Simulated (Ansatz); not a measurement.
# CH₂BrFOTe: small, medium and large basis sets

One table from this session's results is given with a row withheld; the runs are named, their logs left out.

The runs use Ansatz 0.2.0, Gaussian basis; one geometry, several basis sets.

Levels to be run: PBE0-D4/def2-SVP; ωB97M-V/def2-SVP; PBE0-D4/def2-QZVPP; ωB97M-V/def2-QZVPP; the functionals' def2-TZVPP values are taken from earlier runs.

**The geometry**

An earlier PBE0-D4 in a triple-zeta def2 set relaxation fixed the geometry. Te takes the def2 core potential; no spin-orbit term is included.

SMILES `OC(F)(Br)[TeH]`, 7 atoms, charge 0, spin multiplicity 1.

Atoms are counted from 1 here; the program's logs count them from 0.

Bond lengths: O1–C2 1.355 Å, O1–H6 0.967 Å, C2–F3 1.357 Å, C2–Br4 1.942 Å, C2–Te5 2.193 Å, Te5–H7 1.655 Å. Angles: C2–O1–H6 108.2°, O1–C2–F3 110.7°, O1–C2–Br4 106.7°, O1–C2–Te5 110.9°, F3–C2–Br4 107.6°, F3–C2–Te5 108.0°, Br4–C2–Te5 113.1°, C2–Te5–H7 92.2°.

Set-up of the first run:

Input file in.yaml:

```yaml
crystal:
  periodic: [false, false, false]
  atoms:
    - {symbol: O, position_ang: [0.218983, -0.417846, 1.469133]}
    - {symbol: C, position_ang: [-0.220926, -0.283045, 0.194150]}
    - {symbol: F, position_ang: [0.301004, -1.253797, -0.597842]}
    - {symbol: Br, position_ang: [-2.145898, -0.536078, 0.239506]}
    - {symbol: Te, position_ang: [0.371748, 1.658121, -0.636032]}
    - {symbol: H, position_ang: [1.179770, -0.308334, 1.469700]}
    - {symbol: H, position_ang: [0.356621, 1.072980, -2.184414]}
basis:
  gaussian: {orbitals: def2-SVP}
hamiltonian: {xc: pbe0, dispersion: d4}
output: {orbitals: {seedname: orbitals}}
```

Started as:

```
> ansatz run in.yaml --threads 4 --pin off --events-out ev --progress --plain --max-ram 10444MiB
```

Among the steps run: PBE0-D4 in def2-SVP; ωB97M-V in def2-SVP; PBE0-D4 in def2-QZVPP; ωB97M-V in def2-QZVPP.

One of the session's tables, all rows but one given; the rest of the session is left out.

It belongs to the step «Functionals by basis». 

```
functional       basis  HOMO (eV)  LUMO (eV)
   PBE0-D4    def2-SVP      -6.62      -1.52
   PBE0-D4  def2-TZVPP          ?          ?
   PBE0-D4  def2-QZVPP      -6.77      -1.77
   ωB97M-V    def2-SVP      -8.71       0.49
   ωB97M-V  def2-TZVPP      -8.86       0.18
   ωB97M-V  def2-QZVPP      -8.90       0.10
```

Estimate the missing values for PBE0-D4, def2-TZVPP.

**Answer.** HOMO (eV): -6.74; LUMO (eV): -1.72. In the column «HOMO (eV)» it lies between PBE0-D4, def2-QZVPP (-6.77) and PBE0-D4, def2-SVP (-6.62).
